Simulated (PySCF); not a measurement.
# C2H7BrSi: the cost of one run

Computed with PySCF 2.14.0, with density-fitted response routines of our own, on a single molecule in the gas phase. Atoms count from 0, in the outputs and in this text.

## (1) The starting structure

11 atoms, charge 0, multiplicity 1; geometry from: GFN2-xTB. The atoms were then displaced at random by about 0.01 Å, so the start is not that level's minimum.

Bonds of the start (Å): C0–Si1 1.87, Si1–C2 1.90, C2–Br3 1.99, C0–H4 1.11, C0–H5 1.08, C0–H6 1.08, Si1–H7 1.46, Si1–H8 1.44, C2–H9 1.11, C2–H10 1.08.

## (2) Optimising the geometry at PBE0-D3(BJ)/def2-SVP

What the job is given:

```
{"job": {"xc": "PBE0", "basis": "def2-SVP", "d3": "d3bj", "grid": 1, "shake": 0.01, "kind": "geom"}, "charge": 0, "multiplicity": 1}
C     -1.574400     0.087790     0.450370
Si    -0.073400    -0.640510    -0.389370
C      1.396730     0.509280    -0.024970
Br     3.052740    -0.225930    -0.858230
H     -1.776160     1.127900     0.110780
H     -1.501140     0.129090     1.525800
H     -2.469080    -0.468940     0.203820
H      0.267440    -1.952730     0.153750
H     -0.219340    -0.693280    -1.824110
H      1.642430     0.592320     1.053630
H      1.292300     1.509170    -0.417120
```

On the command line:

```
OMP_NUM_THREADS=1 python probes_run.py task.json out
```

One launch serves the whole session: the jobs run in the order shown.

**Question.** How long does this first job take on 1 thread of Arm Neoverse V2, shared host, and how much memory does it need?

About 29 s, with a peak of 0.48 GiB.
